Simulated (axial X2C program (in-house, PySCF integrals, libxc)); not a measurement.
**MnO⁺: from the state search to constants**

What are the state, bond length, wavenumber and bond energy of MnO⁺, and what does spin–orbit coupling change?

Program: an in-house X2C program for linear molecules on PySCF integrals. Level of theory: all-electron X2C, Mn dyall-cv3z, O dyall-av3z. These are calculated values, not measurements.

### 1 Input

The input, task.json:

```json
{
 "zs": [
  25,
  8
 ],
 "q": 1,
 "bas": [
  "dyall-cv3z",
  "dyall-av3z"
 ],
 "levels": [
  "PBE0",
  "HF",
  "PW91"
 ],
 "cc": true,
 "r0": 1.62,
 "thr": -2.0,
 "nmax": 90,
 "npts": 10,
 "nst": 2,
 "ntry": 6
}
```

Keys: zs atomic numbers; q charge; bas basis sets; levels methods (HF also brings MP2); cc coupled cluster on or off; r0 starting distance in Å; thr threshold in hartree for freezing inner shells (an s shell follows its p shell); nmax most natural virtual spinors; npts points asked for on the curve; nst determinants followed; ntry starts of the search.

Command:

```console
python so2c.py task.json out
```

Spin-free means the one-electron spin-free X2C Hamiltonian; two-component (2c) means X2C with spin–orbit coupling and atomic mean-field two-electron Coulomb and Gaunt terms. Basis: Mn dyall-cv3z contracted to [9s10p6d3f2g], O dyall-av3z contracted to [7s6p3d2f]; Gaussian nuclei, density fitting. Masses: Mn 54.938 u, O 15.995 u.

Notation: σ, π±, δ± give the projection m of an orbital's angular momentum (0, ±1, ±2), α and β its spin, Λ and M_S the sums; ω is the projection of a spinor's total angular momentum and Ω the sum. Logs are in hartree.

The results follow Hamiltonian by Hamiltonian and level by level.

### 2 Search for the lowest determinant

PBE0 moves the distance from 1.620 Å to 1.719 Å and compares determinants there.

Spin-free determinants:

| ΔE (eV) | state | open shells |
| --- | --- | --- |
| 0.00 | M_S = 2, Λ = 1 | beyond closed shells: σα, π+α, δ+α, δ-α |
| 0.55 | M_S = 2, Λ = 0 | beyond closed shells: π+α, π-α, δ+α, δ-α |
| 1.76 | M_S = 1, Λ = 1 | beyond closed shells: σβ, π+α, δ+α, δ-α |
| 1.80 | M_S = 1, Λ = 1 | beyond closed shells: σα, π+β, δ+α, δ-α |
| 2.13 | M_S = 1, Λ = 2 | beyond closed shells: σα, δ+α, δ+β, δ-α |
| 2.23 | M_S = 1, Λ = 0 | beyond closed shells: δ+α, δ-α |
| 2.31 | M_S = 1, Λ = 1 | beyond closed shells: π-α, δ+α, δ+β, δ-α |

Two-component determinants:

```tsv
ΔE (eV)	state	open shells
0.00	Ω = 1	excess of +ω over −ω: ω = -3/2, ω = 5/2
0.03	Ω = 3	excess of +ω over −ω: ω = 1/2, ω = 5/2
0.56	Ω = 2	excess of +ω over −ω: ω = -1/2, ω = 5/2
1.76	Ω = 0	excess of +ω over −ω: 2 × ω = -1/2, ω = -3/2, ω = 5/2
1.79	Ω = 2	excess of +ω over −ω: 2 × ω = 1/2, ω = -3/2, ω = 5/2
1.83	Ω = 0	excess of +ω over −ω: ω = 1/2, 2 × ω = -3/2, ω = 5/2
2.18	Ω = 1	excess of +ω over −ω: ω = -1/2, ω = 3/2
```

### 3 PBE0, spin-free

State followed: M_S = 2, Λ = 1 (beyond closed shells: σα, π+α, δ+α, δ-α). The scan is laid around 1.719 Å, a first estimate of the minimum, and this SCF restarts from the orbitals of the search.

Output at 1.719 Å:

```text
spin-free X2C-1e  PBE0
basis functions 162  fitting functions 881  grid points 5074
iter        total energy     max residual
   1      -1233.259570199     4.08e-05
   2      -1233.259570219     3.54e-05
   3      -1233.259570226     2.43e-05
   4      -1233.259570229     1.26e-05
converged
one-electron -1812.71469231  Coulomb 578.56700038  exact exchange -14.85267519  xc functional -45.82723230  nuclear repulsion 61.56802919
```

Along the bond, energies from the lowest point:

```
R (Å)  E (eV)  μ (D)  HOMO (eV)  LUMO (eV)  iterations
1.496  0.6368  -4.31     -14.52     -11.52          33
1.564  0.2752  -4.60     -14.64     -11.34          27
1.616  0.1139  -4.79     -14.71     -11.16          23
1.667  0.0265  -4.97     -14.63     -10.96          22
1.719  0.0000  -5.14     -14.50     -10.75           4
1.779  0.0323  -5.32     -14.33     -10.52          23
1.839  0.1185  -5.49     -14.17     -10.29          20
1.917  0.2878  -5.67     -13.96     -10.08          21
2.011  0.5506  -5.79     -13.75     -10.20          20
2.149  0.9726  -5.71     -13.58     -10.29          23
```

Dipoles are positive if O is the positive end and refer to the centre of mass.

Outer orbitals at the reference distance:

```json
{"symmetry": "σβ", "occupied": "yes", "ε (eV)": "-33.05", "atomic character": "81% O s, 8% Mn d, 6% Mn p"}
{"symmetry": "σα", "occupied": "yes", "ε (eV)": "-31.34", "atomic character": "79% O s, 9% Mn d, 6% Mn p"}
{"symmetry": "π+α", "occupied": "yes", "ε (eV)": "-18.88", "atomic character": "86% Mn d, 12% O p"}
{"symmetry": "σα", "occupied": "yes", "ε (eV)": "-18.74", "atomic character": "69% Mn d, 24% O p, 5% O s"}
{"symmetry": "δ+α", "occupied": "yes", "ε (eV)": "-18.46", "atomic character": "100% Mn d"}
{"symmetry": "δ-α", "occupied": "yes", "ε (eV)": "-18.43", "atomic character": "100% Mn d"}
{"symmetry": "π-α", "occupied": "yes", "ε (eV)": "-18.41", "atomic character": "91% Mn d, 7% O p"}
{"symmetry": "σβ", "occupied": "yes", "ε (eV)": "-17.14", "atomic character": "79% O p, 14% Mn d, 4% O s"}
{"symmetry": "π-β", "occupied": "yes", "ε (eV)": "-16.91", "atomic character": "86% O p, 11% Mn d"}
{"symmetry": "π+β", "occupied": "yes", "ε (eV)": "-16.91", "atomic character": "86% O p, 11% Mn d"}
{"symmetry": "σα", "occupied": "yes", "ε (eV)": "-14.78", "atomic character": "56% O p, 22% Mn s, 18% Mn d"}
{"symmetry": "π+α", "occupied": "yes", "ε (eV)": "-14.50", "atomic character": "79% O p, 14% Mn d, 6% Mn p"}
{"symmetry": "π-α", "occupied": "no", "ε (eV)": "-10.75", "atomic character": "79% O p, 12% Mn p, 8% Mn d"}
{"symmetry": "σα", "occupied": "no", "ε (eV)": "-9.73", "atomic character": "43% Mn s, 30% Mn p, 16% O p"}
{"symmetry": "σβ", "occupied": "no", "ε (eV)": "-9.13", "atomic character": "48% Mn s, 34% Mn d, 10% O p"}
{"symmetry": "δ+β", "occupied": "no", "ε (eV)": "-8.87", "atomic character": "99% Mn d"}
```

PBE0 fields in the half plane through the axis: z from -2.4 to 3.9 Å across, distance from the axis 0.15 to 2.25 Å upwards; Mn lies at z = 0 and O at z = 1.719 Å; the ELF is damped to zero where the density is low.

log10 density (e/bohr³). Ten even steps from '0' (-5.68 ) to '9' (1.39 ):
```
0011222222222222211100
0112233333333333222110
0122334444444443332211
1123344455444444433221
1223445555555555543321
1233456676666666554322
1234457787767777654332
1234567898767887655432
```

ELF. Ten even steps from '0' (0.00 ) to '9' (0.89 ):
```
0000000000000000000000
0000000111000000000000
0000001122111000000000
0000011221222222110000
0000011222125565431000
0000012454137888753100
0000015888338999974100
0000027787539229985200
```

Re = 1.719 Å, ωe = 646 cm⁻¹, ωexe = 2.72 cm⁻¹, Be = 0.4607 cm⁻¹, De = 2.34 eV, μ = -5.14 D. ⟨S²⟩ = 6.76 against 6.00 for a pure state, so this determinant mixes spins.

### 4 HF, spin-free

The SCF at the reference distance of 1.719 Å:

```text
spin-free X2C-1e  HF
basis functions 162  fitting functions 881  grid points 5074
iter        total energy     max residual
   1      -1231.990363498     2.05e-01
   2      -1232.037344492     3.14e-02
   3      -1232.045524025     4.05e-02
   4      -1232.047379967     5.50e-03
   5      -1232.047613319     2.19e-03
   6      -1232.047675598     1.13e-03
   7      -1232.047684978     4.79e-04
   8      -1232.047686960     1.32e-04
   9      -1232.047687311     1.01e-04
  10      -1232.047687428     6.46e-05
  11      -1232.047687489     3.14e-05
  12      -1232.047687507     1.60e-05
  13      -1232.047687511     4.38e-06
  14      -1232.047687512     2.28e-06
converged
one-electron -1813.03799568  Coulomb 579.07724355  exact exchange -59.65496458  xc functional 0.00000000  nuclear repulsion 61.56802919
```

No constants are quoted: the solution changes its character somewhere along the scan, so the fit is set aside.

### 5 PW91, spin-free

Output at 1.719 Å:

```text
spin-free X2C-1e  PW91
basis functions 162  fitting functions 881  grid points 5074
iter        total energy     max residual
   1      -1233.621279769     7.84e-02
   2      -1233.627313036     4.78e-02
   3      -1233.633984951     2.17e-02
   4      -1233.634384282     1.71e-02
   5      -1233.636639308     8.60e-03
   6      -1233.636869876     1.95e-03
   7      -1233.636903049     5.53e-04
   8      -1233.636903951     1.66e-04
   9      -1233.636904124     2.47e-05
  10      -1233.636904133     2.77e-05
  11      -1233.636904135     2.76e-06
converged
one-electron -1812.51315662  Coulomb 578.27163843  exact exchange 0.00000000  xc functional -60.96341513  nuclear repulsion 61.56802919
```

Re = 1.606 Å, ωe = 847 cm⁻¹, ωexe = 9.49 cm⁻¹, Be = 0.5277 cm⁻¹, De = 3.64 eV, μ = -4.20 D.

### 6 MP2 and beyond, spin-free

Correlated methods: 12 electrons correlated (frozen shells, counted by type: Mn 3 s, 2 p; O 1 s), 262 virtual spinors in MP2, 90 natural virtuals in coupled cluster.

Output of the correlated part at 1.719 Å:

```text
correlated 12  virtual 262  natural virtual 90  E(MP2) -0.321023799  MP2 remainder -0.014101903
iter   CCSD correlation   residual
   1     -0.313135360   1.05e-01
   2     -0.319870442   5.71e-02
   3     -0.324671946   3.17e-02
   4     -0.325500307   1.72e-02
   5     -0.326155561   1.01e-02
   6     -0.326453847   5.21e-03
   7     -0.326505134   2.63e-03
   8     -0.326548425   1.19e-03
   9     -0.326528165   5.80e-04
  10     -0.326539780   2.85e-04
  11     -0.326534959   1.60e-04
  12     -0.326537146   9.08e-05
  13     -0.326536798   4.83e-05
  14     -0.326536784   2.49e-05
  15     -0.326536783   1.26e-05
(T) -0.011442776  T1 0.0428  D1 0.0752  max T2 0.041
```

T1 in the output is the amplitude norm over the root of the electron number; divide by √2 for the Lee–Taylor value.

MP2: No constants are quoted: the reference changes its character somewhere along the scan, so the fit is set aside.

CCSD: No constants are quoted: the reference changes its character somewhere along the scan, so the fit is set aside.

CCSD(T): No constants are quoted: the reference changes its character somewhere along the scan, so the fit is set aside.

### 7 A higher determinant, spin-free

State: M_S = 2, Λ = 0 (beyond closed shells: π+α, π-α, δ+α, δ-α).

Output at the reference distance:

```text
spin-free X2C-1e  PBE0
basis functions 162  fitting functions 881  grid points 5074
iter        total energy     max residual
   1      -1233.239480328     5.47e-05
   2      -1233.239480332     7.69e-05
   3      -1233.239480343     4.29e-05
   4      -1233.239480360     1.83e-05
   5      -1233.239480363     9.58e-06
converged
one-electron -1813.20529325  Coulomb 579.10741284  exact exchange -14.85300000  xc functional -45.85662915  nuclear repulsion 61.56802919
```

| R (Å) | E above the lowest PBE0 point (eV) |
| --- | --- |
| 1.496 | 0.485 |
| 1.564 | 0.321 |
| 1.616 | 0.333 |
| 1.667 | 0.416 |
| 1.719 | 0.547 |
| 1.779 | 0.740 |
| 1.839 | 0.967 |
| 1.917 | 1.291 |
| 2.011 | 1.718 |

Re = 1.582 Å, ωe = 875 cm⁻¹, Be = 0.5437 cm⁻¹, μ = -5.26 D. Te = 0.32 eV.

### 8 The spin-free curves together

Energy (eV) of the followed determinant, spin-free, from each level's lowest point:

```
R (Å)   PBE0  HF (jumps)  MP2 (its reference jumps)  CCSD (its reference jumps)  CCSD(T) (its reference jumps)   PW91
1.496  0.637       2.288                      1.475                         n/a                            n/a  0.258
1.564  0.275       1.341                      0.826                       0.653                          0.588  0.030
1.616  0.114       0.835                      0.479                       0.372                          0.332  0.000
1.667  0.027       0.473                      0.236                       0.178                          0.156  0.051
1.719  0.000       0.229                      0.084                       0.058                          0.049  0.157
1.779  0.032       0.065                      0.000                       0.000                          0.000  0.322
1.839  0.119       0.000                      0.001                       0.014                          0.020  0.514
1.917  0.288       0.019                      0.116                       0.115                          0.127  0.784
2.011  0.551       0.086                      0.713                         n/a                            n/a  1.129
2.149  0.973       0.078                      1.333                         n/a                            n/a  1.634
```

### 9 PBE0, 2c

State followed: Ω = 1 (excess of +ω over −ω: ω = -3/2, ω = 5/2). The scan is laid around 1.719 Å, a first estimate of the minimum, and this SCF restarts from the orbitals of the search.

The SCF at the reference distance of 1.719 Å:

```text
two-component X2C + atomic mean field  PBE0
basis functions 162  fitting functions 881  grid points 5074
iter        total energy     max residual
   1      -1232.964002591     4.20e-05
   2      -1232.964002598     1.28e-05
converged
one-electron -1811.98148412  Coulomb 578.42075324  exact exchange -14.84902778  xc functional -45.81619095  nuclear repulsion 61.56802919  atomic mean-field constant -0.30608218
```

Along the bond, energies from the lowest point:

```
R (Å)  E (eV)  μ (D)  HOMO (eV)  LUMO (eV)  iterations
1.496  0.6334  -4.31     -14.52     -11.50          35
1.564  0.2731  -4.60     -14.64     -11.33          30
1.616  0.1127  -4.79     -14.71     -11.14          27
1.667  0.0259  -4.96     -14.64     -10.94          23
1.719  0.0000  -5.14     -14.51     -10.74           2
1.779  0.0328  -5.32     -14.35     -10.50          24
1.839  0.1194  -5.49     -14.18     -10.28          20
1.917  0.2891  -5.66     -13.97     -10.08          22
2.011  0.5523  -5.79     -13.76     -10.20          21
2.149  0.9747  -5.71     -13.59     -10.28          24
```

Dipoles are positive if O is the positive end and refer to the centre of mass.

Outer spinors at the reference distance:

```
   ω  occupied  ε (eV)             atomic character  λ mixture
-1/2       yes  -33.05    81% O s, 8% Mn d, 6% Mn p     100% σ
 1/2       yes  -31.35    79% O s, 9% Mn d, 6% Mn p     100% σ
-1/2       yes  -18.90            86% Mn d, 12% O p     100% π
 1/2       yes  -18.75    69% Mn d, 24% O p, 5% O s     100% σ
-3/2       yes  -18.50                    100% Mn d     100% δ
 5/2       yes  -18.39                    100% Mn d     100% δ
 3/2       yes  -18.39             91% Mn d, 7% O p     100% π
-1/2       yes  -17.14    79% O p, 14% Mn d, 4% O s     100% σ
 1/2       yes  -16.92            86% O p, 11% Mn d     100% π
-3/2       yes  -16.90            86% O p, 11% Mn d     100% π
 1/2       yes  -14.78  56% O p, 22% Mn s, 18% Mn d     100% σ
-1/2       yes  -14.51   79% O p, 14% Mn d, 6% Mn p     100% π
 3/2        no  -10.74   79% O p, 11% Mn p, 8% Mn d     100% π
 1/2        no   -9.73  43% Mn s, 30% Mn p, 16% O p     100% σ
-1/2        no   -9.13  47% Mn s, 34% Mn d, 10% O p     100% σ
 3/2        no   -8.91                     99% Mn d     100% δ
```

PBE0 fields in the half plane through the axis: z from -2.4 to 3.9 Å across, distance from the axis 0.15 to 2.25 Å upwards; Mn lies at z = 0 and O at z = 1.719 Å; the ELF is damped to zero where the density is low.

log10 density (e/bohr³). Ten even steps from '0' (-5.68 ) to '9' (1.39 ):
```
0011222222222222211100
0112233333333333222110
0122334444444443332211
1123344455444444433221
1223445555555555543321
1233456676666666554322
1234457787767777654332
1234567898767887655432
```

ELF. Ten even steps from '0' (0.00 ) to '9' (0.89 ):
```
0000000000000000000000
0000000111000000000000
0000001122111000000000
0000011221222222110000
0000011222125565431000
0000012454137888753100
0000015888338999974200
0000027787639229985200
```

Re = 1.718 Å, ωe = 646 cm⁻¹, ωexe = 2.7 cm⁻¹, Be = 0.461 cm⁻¹, De = 2.36 eV, μ = -5.13 D.

### 10 HF, 2c

The SCF at the reference distance of 1.719 Å:

```text
two-component X2C + atomic mean field  HF
basis functions 162  fitting functions 881  grid points 5074
iter        total energy     max residual
   1      -1231.694894999     2.05e-01
   2      -1231.741944197     3.15e-02
   3      -1231.750152326     4.07e-02
   4      -1231.752022090     5.49e-03
   5      -1231.752256157     2.19e-03
   6      -1231.752318653     1.13e-03
   7      -1231.752328137     4.81e-04
   8      -1231.752330176     1.33e-04
   9      -1231.752330547     1.04e-04
  10      -1231.752330676     6.62e-05
  11      -1231.752330743     3.32e-05
  12      -1231.752330763     1.63e-05
  13      -1231.752330767     4.50e-06
  14      -1231.752330767     2.38e-06
converged
one-electron -1812.30368201  Coulomb 578.93008281  exact exchange -59.64067858  xc functional 0.00000000  nuclear repulsion 61.56802919  atomic mean-field constant -0.30608218
```

No constants are quoted: the solution changes its character somewhere along the scan, so the fit is set aside.

### 11 PW91, 2c

Output at 1.719 Å:

```text
two-component X2C + atomic mean field  PW91
basis functions 162  fitting functions 881  grid points 5074
iter        total energy     max residual
   1      -1233.325521845     7.81e-02
   2      -1233.331562327     4.80e-02
   3      -1233.338245177     2.17e-02
   4      -1233.338656538     1.71e-02
   5      -1233.340914764     8.56e-03
   6      -1233.341147626     1.97e-03
   7      -1233.341181105     5.59e-04
   8      -1233.341182028     1.66e-04
   9      -1233.341182206     2.48e-05
  10      -1233.341182215     2.81e-05
  11      -1233.341182216     2.78e-06
converged
one-electron -1811.78091871  Coulomb 578.12624235  exact exchange 0.00000000  xc functional -60.94845286  nuclear repulsion 61.56802919  atomic mean-field constant -0.30608218
```

Re = 1.606 Å, ωe = 848 cm⁻¹, ωexe = 9.51 cm⁻¹, Be = 0.5279 cm⁻¹, De = 3.65 eV, μ = -4.20 D.

### 12 MP2 and beyond, 2c

Correlated methods: 12 electrons correlated (frozen shells, counted by type: Mn 3 s, 2 p; O 1 s), 262 virtual spinors in MP2, 90 natural virtuals in coupled cluster.

Output of the correlated part at 1.719 Å:

```text
correlated 12  virtual 262  natural virtual 90  E(MP2) -0.321029053  MP2 remainder -0.014118206
iter   CCSD correlation   residual
   1     -0.313129629   1.05e-01
   2     -0.319843438   5.71e-02
   3     -0.324632781   3.17e-02
   4     -0.325462998   1.72e-02
   5     -0.326116377   1.01e-02
   6     -0.326410211   5.19e-03
   7     -0.326463642   2.62e-03
   8     -0.326505810   1.19e-03
   9     -0.326486162   5.76e-04
  10     -0.326497636   2.79e-04
  11     -0.326492779   1.56e-04
  12     -0.326494901   8.90e-05
  13     -0.326494513   4.75e-05
  14     -0.326494479   2.43e-05
  15     -0.326494486   1.24e-05
(T) -0.011413817  T1 0.0427  D1 0.0752  max T2 0.042
```

MP2: No constants are quoted: the reference changes its character somewhere along the scan, so the fit is set aside.

CCSD: No constants are quoted: the reference changes its character somewhere along the scan, so the fit is set aside.

CCSD(T): No constants are quoted: the reference changes its character somewhere along the scan, so the fit is set aside.

### 13 A higher determinant, 2c

State: Ω = 3 (excess of +ω over −ω: ω = 1/2, ω = 5/2).

Output at the reference distance:

```text
two-component X2C + atomic mean field  PBE0
basis functions 162  fitting functions 881  grid points 5074
iter        total energy     max residual
   1      -1232.963022813     1.77e-05
   2      -1232.963022817     1.72e-05
converged
one-electron -1811.98372677  Coulomb 578.42438270  exact exchange -14.84920761  xc functional -45.81641814  nuclear repulsion 61.56802919  atomic mean-field constant -0.30608218
```

```
R (Å)  E above the lowest PBE0 point (eV)
1.496                               0.671
1.564                               0.307
1.616                               0.144
1.667                               0.055
1.719                               0.027
1.779                               0.058
1.839                               0.143
1.917                               0.311
2.011                               0.573
```

Re = 1.720 Å, ωe = 646 cm⁻¹, ωexe = 2.75 cm⁻¹, Be = 0.46 cm⁻¹, μ = -5.14 D. Te = 0.03 eV.

### 14 The 2c curves together

Energy (eV) of the followed determinant, 2c, from each level's lowest point:

```csv
R (Å),PBE0,HF (jumps),MP2 (its reference jumps),CCSD (its reference jumps),CCSD(T) (its reference jumps),PW91
1.496,0.633,2.287,1.472,n/a,n/a,0.258
1.564,0.273,1.341,0.824,0.652,0.588,0.029
1.616,0.113,0.835,0.478,0.372,0.333,0.000
1.667,0.026,0.473,0.236,0.178,0.157,0.052
1.719,0.000,0.229,0.083,0.059,0.050,0.158
1.779,0.033,0.065,0.000,0.000,0.000,0.324
1.839,0.119,0.000,0.001,0.014,0.020,0.517
1.917,0.289,0.019,0.116,0.120,0.136,0.787
2.011,0.552,0.086,0.713,n/a,n/a,1.133
2.149,0.975,0.078,1.333,n/a,n/a,1.639
```

Time for the job: 2.8 min (1 thread of Arm Neoverse V1, shared host); peak memory 0.74 GiB.

### 15 What came out

Lowest determinant that the search found at its distance, spin-free: M_S = 2, Λ = 1 (beyond closed shells: σα, π+α, δ+α, δ-α).

Lowest determinant that the search found at its distance, 2c: Ω = 1 (excess of +ω over −ω: ω = -3/2, ω = 5/2).

```tsv
Hamiltonian	level	Re (Å)	ωe (cm⁻¹)	De (eV)	μ (D)
spin-free	PBE0	1.719	646	2.34	-5.14
spin-free	PW91	1.606	847	3.64	-4.20
2c	PBE0	1.718	646	2.36	-5.13
2c	PW91	1.606	848	3.65	-4.20
```

Dipoles are positive if O is the positive end and refer to the centre of mass. No constants: spin-free HF (the solution changes its character somewhere along the scan, so the fit is set aside); spin-free MP2 (the reference changes its character somewhere along the scan, so the fit is set aside); spin-free CCSD (the reference changes its character somewhere along the scan, so the fit is set aside); spin-free CCSD(T) (the reference changes its character somewhere along the scan, so the fit is set aside); 2c HF (the solution changes its character somewhere along the scan, so the fit is set aside); 2c MP2 (the reference changes its character somewhere along the scan, so the fit is set aside); 2c CCSD (the reference changes its character somewhere along the scan, so the fit is set aside); 2c CCSD(T) (the reference changes its character somewhere along the scan, so the fit is set aside). Spin-free ⟨S²⟩ is off its pure value at PBE0 6.76.

Time per point (s) on 1 thread of Arm Neoverse V1, shared host (2c runs); the times are rough: PBE0 0.82, PW91 0.55.

In words: At PBE0, going from spin-free to two-component changes Re by -1 mÅ, ωe by 0.0 %, which is small (part of it comes from the scalar share of the two-electron terms). De moves by +0.01 eV; both De rest on single-determinant atoms, which can miss part of an open shell's spin–orbit lowering.

De refers to Mn+ + O, each in the lowest determinant found, which need not be this curve's own limit. Each curve is one determinant whose occupation by symmetry is held fixed; it was picked as the lowest of a PBE0 search that is not exhaustive. Dissociation energies refer to the lowest single-determinant-based atoms at the same level and basis. Density functionals use the spin component along the axis (collinear). With several unpaired electrons one determinant need not be a pure state. The spin-free determinant is spin-contaminated at some levels.
